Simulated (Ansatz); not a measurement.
This was printed by a script on the Python package of Ansatz (0.2.0), for a geometry optimisation of C2H5FOTe, SMILES CC(O)(F)[TeH]. What did the script look like? Settings: Hartree-Fock, def2-SVP basis, multiplicity 1.

```xyz
10

C    -1.0449   -0.6497    0.0653
C     0.2932    0.0092   -0.0718
O     0.7291    0.4258    1.1723
F     1.2454   -0.9005   -0.6259
Te    0.2109    1.7156   -1.3825
H    -1.0553   -1.4879    0.7034
H    -1.7729    0.1320    0.4992
H    -1.4267   -0.8906   -0.9547
H     0.9876   -0.3817    1.7374
H     1.9167    1.9767   -1.1398
```

```console
$ python opt_c2h5fote.py
step   1  E = -14141.740642 eV  largest force component 2.7245 eV/A
step   2  E = -14142.055071 eV  largest force component 2.7581 eV/A
step   3  E = -14142.201803 eV  largest force component 0.6487 eV/A
step   4  E = -14142.250565 eV  largest force component 0.2381 eV/A
step   5  E = -14142.253055 eV  largest force component 0.0709 eV/A
step   6  E = -14142.252787 eV  largest force component 0.1644 eV/A
step   7  E = -14142.254394 eV  largest force component 0.0162 eV/A
step   8  E = -14142.255736 eV  largest force component 0.0476 eV/A
step   9  E = -14142.213633 eV  largest force component 1.7225 eV/A
step  10  E = -14142.256122 eV  largest force component 0.0184 eV/A
step  11  E = -14142.255573 eV  largest force component 0.1361 eV/A
step  12  E = -14142.256387 eV  largest force component 0.0169 eV/A
step  13  E = -14142.256495 eV  largest force component 0.0270 eV/A
step  14  E = -14142.256516 eV  largest force component 0.0128 eV/A
step  15  E = -14142.256525 eV  largest force component 0.0014 eV/A
converged              True
free_energy_ev         -14142.256525078627
reference_energy_ev    -14142.256525078627
n_frozen               0
n_occupied             [29, 29]
n_virtual              [78, 78]
pair        before    after (A)
C0-C1        1.4978   1.5129
C0-H5        1.0535   1.0933
C0-H6        1.1530   1.0880
C0-H7        1.1154   1.0891
C1-O2        1.3825   1.3616
C1-F3        1.4287   1.3592
C1-Te4       2.1533   2.1905
O2-H8        1.0189   0.9494
Te4-H9       1.7427   1.6447
```

One script that gives this output:

`opt_c2h5fote.py`
```python
'''Relax the C2H5FOTe molecule.'''

from dataclasses import dataclass
import itertools

import ansatz as az
from ase.data import atomic_numbers, covalent_radii
import numpy as np


@dataclass(frozen=True)
class Options:
    basis_set: str = 'def2-SVP'
    xc: str = 'HF'


settings = Options()

geometry_ang = [
    ('C', (-1.0449, -0.6497, 0.0653)),
    ('C', (0.2932, 0.0092, -0.0718)),
    ('O', (0.7291, 0.4258, 1.1723)),
    ('F', (1.2454, -0.9005, -0.6259)),
    ('Te', (0.2109, 1.7156, -1.3825)),
    ('H', (-1.0553, -1.4879, 0.7034)),
    ('H', (-1.7729, 0.132, 0.4992)),
    ('H', (-1.4267, -0.8906, -0.9547)),
    ('H', (0.9876, -0.3817, 1.7374)),
    ('H', (1.9167, 1.9767, -1.1398)),
]
mol = az.Crystal.molecule()
for symbol, xyz in geometry_ang:
    mol = mol.atom(symbol, xyz)

setup = mol.calculation().basis(gaussian=settings.basis_set).functional(settings.xc)
symbols = [site.symbol for site in mol.cartesian_sites]
start = np.array([site.position_ang for site in mol.cartesian_sites], dtype=float)
def progress(event):
    if event['event'] == 'relax_step':
        row = event['data']
        print(f'step {row["step"]:3d}  E = {row["lagrangian_ev"]:.6f} eV  largest force component {row["allowed_force_max_ev_ang"]:.4f} eV/A')


report = setup.relax(force_tolerance=0.005, max_steps=100).session().plan().execute(on_event=progress).report
end = np.array(report['positions_ang'])

for key in ('converged', 'free_energy_ev', 'reference_energy_ev', 'n_frozen', 'n_occupied', 'n_virtual'):
    print(f'{key:22s} {report[key]}')

# pairs closer than 1.2 times the sum of covalent radii, before or after
radius = [covalent_radii[atomic_numbers[s]] for s in symbols]
span = lambda where, i, j: np.linalg.norm(where[i] - where[j])
bonded = [(i, j) for i, j in itertools.combinations(range(len(symbols)), 2) if min(span(start, i, j), span(end, i, j)) < 1.2 * (radius[i] + radius[j])]
print('pair        before    after (A)')
for i, j in bonded:
    print(f'{symbols[i]}{i}-{symbols[j]}{j}'.ljust(10), f'{span(start, i, j):8.4f} {span(end, i, j):8.4f}')
```

Total energies depend on the basis set; only differences at equal settings carry meaning. The end point is the stationary point reached from this start; no frequency run checks that it is a minimum, and the basis set is modest. def2 sets replace the cores of elements past krypton by effective core potentials. Run time: 49 s on 1 thread of Arm Neoverse V2, with other jobs on the host, peak memory 0.32 GiB.

(Lines on the test bed's own set-up are left out of the output.)
